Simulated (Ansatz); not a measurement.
# CH3AlOTe: the cost of one run

The runs use Ansatz 0.2.0, Gaussian basis; the settings change from run to run.

## (1) The relaxed structure

The structure was relaxed beforehand with PBE0-D4 in a triple-zeta def2 set. Te takes a core potential in def2 sets; no spin-orbit term is included.

7 atoms, charge 0, spin multiplicity 1.

Atoms are counted from 1 here; the program's logs count them from 0.

Bond lengths: Te1–Al2 2.503 Å, Te1–H5 1.660 Å, Al2–C3 1.883 Å, Al2–O4 1.708 Å, C3–O4 1.482 Å, C3–H6 1.090 Å, C3–H7 1.090 Å. Angles: Al2–Te1–H5 88.4°, Te1–Al2–C3 172.7°, Te1–Al2–O4 138.8°, C3–Al2–O4 48.4°, Al2–C3–O4 59.6°, Al2–C3–H6 123.2°, Al2–C3–H7 123.2°, O4–C3–H6 112.9°, O4–C3–H7 112.9°, H6–C3–H7 111.6°, Al2–O4–C3 71.9°.

## (2) B97/x2c-TZVPPall

This run has multiplicity 3, atoms shaken by 0.15 Å.

The input, in.yaml:

```yaml
crystal:
  periodic: [false, false, false]
  atoms:
    - {symbol: Te, position_ang: [-2.788018, -0.016411, -0.339182]}
    - {symbol: Al, position_ang: [-0.407283, -0.367685, 0.324829]}
    - {symbol: C, position_ang: [1.331402, -0.150132, 0.885674]}
    - {symbol: O, position_ang: [0.892884, 0.230597, -0.536907]}
    - {symbol: H, position_ang: [-2.558042, 0.730843, -2.064953]}
    - {symbol: H, position_ang: [1.690441, -1.378748, 0.695170]}
    - {symbol: H, position_ang: [1.566175, 0.514780, 1.391899]}
basis:
  gaussian: {orbitals: x2c-TZVPPall}
magnetization: {spin_polarized: true, initial_magnetization: 2}
hamiltonian: {xc: {name: B97}}
output: {forces: true}
```

Run with:

```bash
ansatz run in.yaml --threads 2 --pin off --events-out ev --progress --plain --max-ram 4352MiB
```

**Question.** How long does this run take on 2 threads of Intel Xeon Platinum 8488C, shared host, and how much memory does it need?

About 33 s, with a peak of 1 GiB.
